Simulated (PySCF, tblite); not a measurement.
# C₆H₉N₃: a rotation path, then NMR shifts on frames

How do NMR shifts of C₆H₉N₃ (`C=Cn1cc(CC)nn1`) change as the atoms move?

Programs: tblite 0.8.0 and PySCF 2.14.0, with density-fitted response routines of our own. Each step states its level of theory. These are calculated values for one molecule in the gas phase, unless marked as measured. Atoms are numbered from 0 throughout.

### Step 1. Starting geometry

18 atoms, charge 0, multiplicity 1; geometry from: GFN2-xTB.

Bonds of the start (Å): C0–C1 1.32, C1–N2 1.39, N2–C3 1.36, C3–C4 1.38, C4–C5 1.49, C5–C6 1.53, C4–N7 1.36, N7–N8 1.27, N8–N2 1.34, C0–H9 1.08, C0–H10 1.07, C1–H11 1.08, C3–H12 1.07, C5–H13 1.09, C5–H14 1.09, C6–H15 1.09, C6–H16 1.09, C6–H17 1.09.

### Step 2. A band between two rotamers with GFN2-xTB

Job settings and geometry (Å):

```
{"job": {"kind": "neb", "xc": "GFN2-xTB", "basis": "xTB", "atoms": [3, 4, 5, 6], "turn": 120}, "charge": 0, "multiplicity": 1}
C      2.523799     1.038204     1.842268
C      1.207897     1.069591     1.982466
N      0.290368     0.751595     0.993511
C      0.477534     0.352727    -0.293893
C     -0.793240     0.186614    -0.795721
C     -1.243210    -0.269209    -2.138159
C     -1.319014    -1.795896    -2.198636
N     -1.664064     0.486139     0.199758
N     -1.021992     0.817480     1.246385
H      3.006705     0.754882     0.923470
H      3.166217     1.301215     2.661658
H      0.718575     1.353681     2.903060
H      1.441504     0.228299    -0.737231
H     -0.550788     0.097523    -2.899290
H     -2.231690     0.150885    -2.327166
H     -0.339876    -2.235417    -2.018256
H     -1.668180    -2.117220    -3.176852
H     -2.009303    -2.164777    -1.443790
```

Method: GFN2-xTB climbing-image nudged elastic band, gas phase.

Run with:

```bash
$ OMP_NUM_THREADS=1 python probes_run.py task.json out
```

The driver reads the jobs from task.json and runs them one after another.

Log:

```text
image   E - E0 / eV
  0      -0.0000
  1       0.0028
  2       0.0115
  3       0.0239
  4       0.0292
  5       0.0245
  6       0.0134
  7       0.0055
  8       0.0002
```

Wall time 3.2 s (1 thread of Arm Neoverse V2, shared host); peak memory 0.18 GiB.

The final band, with the dihedral C3–C4–C5–C6:

| image | dihedral (°) | energy (eV) | energy (kcal/mol) |
| --- | --- | --- | --- |
| 0 | 86 | 0.000 | 0.0 |
| 1 | 109 | 0.003 | 0.1 |
| 2 | 132 | 0.012 | 0.3 |
| 3 | 155 | 0.024 | 0.6 |
| 4 | 177 | 0.029 | 0.7 |
| 5 | 200 | 0.025 | 0.6 |
| 6 | 222 | 0.013 | 0.3 |
| 7 | 245 | 0.006 | 0.1 |
| 8 | 267 | 0.000 | 0.0 |

### Step 3. NMR shieldings: image 0, PBE0/pcSseg-1

Job settings and geometry (Å):

```
{"job": {"kind": "nmr", "xc": "PBE0", "basis": "pcSseg-1", "pop": false}, "charge": 0, "multiplicity": 1}
C      2.523800     1.038200     1.842300
C      1.207900     1.069600     1.982500
N      0.290400     0.751600     0.993500
C      0.477500     0.352700    -0.293900
C     -0.793200     0.186600    -0.795700
C     -1.243200    -0.269200    -2.138200
C     -1.319000    -1.795900    -2.198600
N     -1.664100     0.486100     0.199800
N     -1.022000     0.817500     1.246400
H      3.006700     0.754900     0.923500
H      3.166200     1.301200     2.661700
H      0.718600     1.353700     2.903100
H      1.441500     0.228300    -0.737200
H     -0.550800     0.097500    -2.899300
H     -2.231700     0.150900    -2.327200
H     -0.339900    -2.235400    -2.018300
H     -1.668200    -2.117200    -3.176900
H     -2.009300    -2.164800    -1.443800
```

With the program's defaults for keys left out, this is: GIAO PBE0/pcSseg-1 NMR shielding, non-relativistic, gas phase.

Log:

```text
coarse grid: 15288 points
cycle   1  E = -397.6227690432  dE =  1.643e+00  |g| = 5.380e-01  |ddm| = 4.006e+00
cycle   2  E = -397.5192601447  dE =  1.035e-01  |g| = 8.828e-01  |ddm| = 1.155e+00
cycle   3  E = -397.6855449028  dE = -1.663e-01  |g| = 1.614e-01  |ddm| = 7.867e-01
cycle   4  E = -397.6908265224  dE = -5.282e-03  |g| = 5.330e-02  |ddm| = 1.592e-01
cycle   5  E = -397.6914353871  dE = -6.089e-04  |g| = 1.555e-02  |ddm| = 5.893e-02
cycle   6  E = -397.6914871021  dE = -5.171e-05  |g| = 5.874e-03  |ddm| = 1.854e-02
cycle   7  E = -397.6914948056  dE = -7.704e-06  |g| = 1.137e-03  |ddm| = 4.684e-03
final grid: 148576 points
cycle   8  E = -397.7406459120  dE = -4.427e-05  |g| = 7.652e-03  |ddm| = 3.846e-02
cycle   9  E = -397.7406438556  dE =  2.056e-06  |g| = 8.244e-03  |ddm| = 1.434e-02
cycle  10  E = -397.7406607254  dE = -1.687e-05  |g| = 1.435e-03  |ddm| = 7.515e-03
cycle  11  E = -397.7406612028  dE = -4.774e-07  |g| = 3.343e-04  |ddm| = 1.316e-03
cycle  12  E = -397.7406612251  dE = -2.225e-08  |g| = 1.423e-04  |ddm| = 3.727e-04
cycle  13  E = -397.7406612292  dE = -4.123e-09  |g| = 4.525e-05  |ddm| = 1.404e-04
cycle  14  E = -397.7406612296  dE = -4.128e-10  |g| = 1.421e-05  |ddm| = 4.979e-05
converged SCF energy = -397.7406612296

GIAO shielding tensors (ppm)
atom      isotropic    diamagn.    paramagn.     s11        s22        s33       span
  0 C       83.539     256.996    -173.457    -13.273     93.145    170.747    184.020
  1 C       47.657     246.505    -198.848    -62.124     74.935    130.161    192.285
  2 N      -16.902     334.256    -351.158   -144.213     -6.980    100.488    244.700
  3 C       65.557     255.740    -190.183    -13.610     60.904    149.376    162.986
  4 C       30.622     258.782    -228.160    -35.153     12.509    114.511    149.664
  5 C      162.846     246.435     -83.589    152.339    162.911    173.287     20.948
  6 C      166.325     245.885     -79.560    152.382    160.860    185.731     33.349
  7 N     -122.304     328.517    -450.820   -357.202   -176.358    166.650    523.852
  8 N     -141.073     317.313    -458.386   -401.038   -116.241     94.060    495.098
  9 H       26.204      33.734      -7.530     23.384     24.952     30.276      6.892
 10 H       26.538      27.099      -0.561     24.812     25.463     29.339      4.527
 11 H       24.056      29.349      -5.293     20.886     23.735     27.548      6.662
 12 H       23.924      36.368     -12.444     20.998     22.599     28.174      7.176
 13 H       28.999      30.280      -1.280     24.519     28.008     34.471      9.951
 14 H       28.628      29.053      -0.425     24.486     27.040     34.359      9.874
 15 H       30.708      30.255       0.453     26.253     29.874     35.997      9.744
 16 H       30.336      26.679       3.657     26.223     26.992     37.792     11.569
 17 H       30.235      29.338       0.897     25.985     29.178     35.541      9.556
```

Wall time 25 s (1 thread of Arm Neoverse V2, shared host); peak memory 0.87 GiB.

The references, computed at this level on geometries of the same kind, shield at (ppm): ¹H TMS 31.72, ¹³C TMS 186.9, ¹⁵N NH3 267.7. Their shielding less the atom's gives the shift. The references are single molecules in the gas phase, so shifts against H2O, NH3, PH3, H3PO4 or CFCl3 are not on the usual liquid scales and can be off by tens of ppm. Each atom is listed at this fixed geometry, with no averaging over motion; a spectrum would average atoms that exchange fast.

| atoms | environment | σ (ppm) | δ (ppm) |
| --- | --- | --- | --- |
| C4 | substituted aromatic carbon next to a ring nitrogen | 30.6 | 156.3 |
| C1 | alkene CH | 47.7 | 139.3 |
| C3 | aromatic CH next to a ring nitrogen | 65.6 | 121.4 |
| C0 | terminal =CH2 carbon | 83.5 | 103.4 |
| C5 | sp3 CH2 on an aromatic ring | 162.8 | 24.1 |
| C6 | methyl carbon | 166.3 | 20.6 |
| H12 | hydrogen on an aromatic CH next to a ring nitrogen | 23.92 | 7.79 |
| H11 | hydrogen on an alkene CH | 24.06 | 7.66 |
| H9 | hydrogen on a terminal =CH2 carbon | 26.20 | 5.51 |
| H10 | hydrogen on a terminal =CH2 carbon | 26.54 | 5.18 |
| H14 | hydrogen on an sp3 CH2 on an aromatic ring | 28.63 | 3.09 |
| H13 | hydrogen on an sp3 CH2 on an aromatic ring | 29.00 | 2.72 |
| H17 | hydrogen on a methyl carbon | 30.23 | 1.48 |
| H16 | hydrogen on a methyl carbon | 30.34 | 1.38 |
| H15 | hydrogen on a methyl carbon | 30.71 | 1.01 |
| N8 | pyridine-type nitrogen of an azole | -141.1 | 408.8 |
| N7 | pyridine-type nitrogen of an azole | -122.3 | 390.0 |
| N2 | pyrrole-type ring nitrogen | -16.9 | 284.6 |

Ring of atoms N2, C3, C4, N7, N8: NICS(0) -11.0, NICS(1) -12.2, NICS(1)zz -29.4 ppm (means of both faces).

### Step 4. Nuclear shieldings: image 2, PBE0/pcSseg-1

Job settings and geometry (Å):

```
{"job": {"kind": "nmr", "xc": "PBE0", "basis": "pcSseg-1", "pop": false}, "charge": 0, "multiplicity": 1}
C      2.498000     1.370000     1.866100
C      1.234300     1.014900     2.034300
N      0.381800     0.601400     1.023200
C      0.591900     0.457500    -0.314300
C     -0.604600    -0.008700    -0.807200
C     -0.994400    -0.376700    -2.195200
C     -1.705200    -1.727800    -2.209700
N     -1.458800    -0.120400     0.241400
N     -0.872900     0.238300     1.310900
H      2.978300     1.369900     0.903600
H      3.096600     1.677500     2.702600
H      0.743900     1.005600     2.997300
H      1.516500     0.692300    -0.794900
H     -0.101600    -0.398200    -2.824800
H     -1.671000     0.387200    -2.587900
H     -1.047700    -2.507700    -1.831800
H     -2.011800    -1.987400    -3.219800
H     -2.582300    -1.681600    -1.570200
```

Method: GIAO PBE0/pcSseg-1 NMR shielding, non-relativistic, gas phase.

Log:

```text
coarse grid: 15288 points
cycle   1  E = -397.6217211050  dE =  1.651e+00  |g| = 5.397e-01  |ddm| = 4.012e+00
cycle   2  E = -397.5165195383  dE =  1.052e-01  |g| = 8.887e-01  |ddm| = 1.168e+00
cycle   3  E = -397.6847838384  dE = -1.683e-01  |g| = 1.634e-01  |ddm| = 8.005e-01
cycle   4  E = -397.6902108703  dE = -5.427e-03  |g| = 5.295e-02  |ddm| = 1.606e-01
cycle   5  E = -397.6908121717  dE = -6.013e-04  |g| = 1.553e-02  |ddm| = 5.828e-02
cycle   6  E = -397.6908642856  dE = -5.211e-05  |g| = 5.929e-03  |ddm| = 1.840e-02
cycle   7  E = -397.6908722318  dE = -7.946e-06  |g| = 1.121e-03  |ddm| = 4.771e-03
final grid: 148576 points
cycle   8  E = -397.7406684694  dE = -4.355e-05  |g| = 7.702e-03  |ddm| = 4.399e-02
cycle   9  E = -397.7406657416  dE =  2.728e-06  |g| = 8.448e-03  |ddm| = 1.466e-02
cycle  10  E = -397.7406831820  dE = -1.744e-05  |g| = 1.652e-03  |ddm| = 7.969e-03
cycle  11  E = -397.7406838346  dE = -6.526e-07  |g| = 3.365e-04  |ddm| = 1.635e-03
cycle  12  E = -397.7406838574  dE = -2.285e-08  |g| = 1.341e-04  |ddm| = 3.735e-04
cycle  13  E = -397.7406838609  dE = -3.489e-09  |g| = 3.989e-05  |ddm| = 1.245e-04
cycle  14  E = -397.7406838612  dE = -2.995e-10  |g| = 1.472e-05  |ddm| = 4.292e-05
converged SCF energy = -397.7406838612

GIAO shielding tensors (ppm)
atom      isotropic    diamagn.    paramagn.     s11        s22        s33       span
  0 C       83.655     256.812    -173.157    -13.343     93.447    170.859    184.202
  1 C       47.700     246.561    -198.861    -62.295     75.190    130.206    192.501
  2 N      -14.520     334.976    -349.496   -141.622     -4.685    102.746    244.368
  3 C       65.652     255.255    -189.603    -12.414     63.274    146.096    158.510
  4 C       31.780     259.956    -228.176    -35.062     16.816    113.587    148.649
  5 C      163.270     245.662     -82.393    154.278    163.593    171.939     17.660
  6 C      171.201     245.362     -74.161    160.526    168.670    184.408     23.882
  7 N     -120.589     328.934    -449.523   -366.952   -177.820    183.006    549.958
  8 N     -142.674     317.850    -460.524   -404.160   -119.209     95.346    499.505
  9 H       26.225      33.522      -7.297     23.417     24.907     30.350      6.933
 10 H       26.550      27.033      -0.483     24.853     25.429     29.368      4.515
 11 H       24.057      29.562      -5.504     20.924     23.699     27.548      6.623
 12 H       24.009      36.130     -12.122     21.164     22.957     27.905      6.741
 13 H       29.092      30.662      -1.570     23.540     28.997     34.738     11.197
 14 H       28.711      28.847      -0.136     24.722     26.945     34.466      9.743
 15 H       30.661      29.593       1.069     26.894     28.890     36.199      9.305
 16 H       30.414      26.254       4.160     25.942     27.660     37.641     11.699
 17 H       29.254      29.039       0.214     24.034     28.400     35.327     11.293
```

Wall time 25 s (1 thread of Arm Neoverse V2, shared host); peak memory 1 GiB.

In short: δ C4 155.1, C1 139.2, C3 121.3, C0 103.3, H12 7.71, H11 7.66 ppm.

(Part 1 of 2 ends here.)
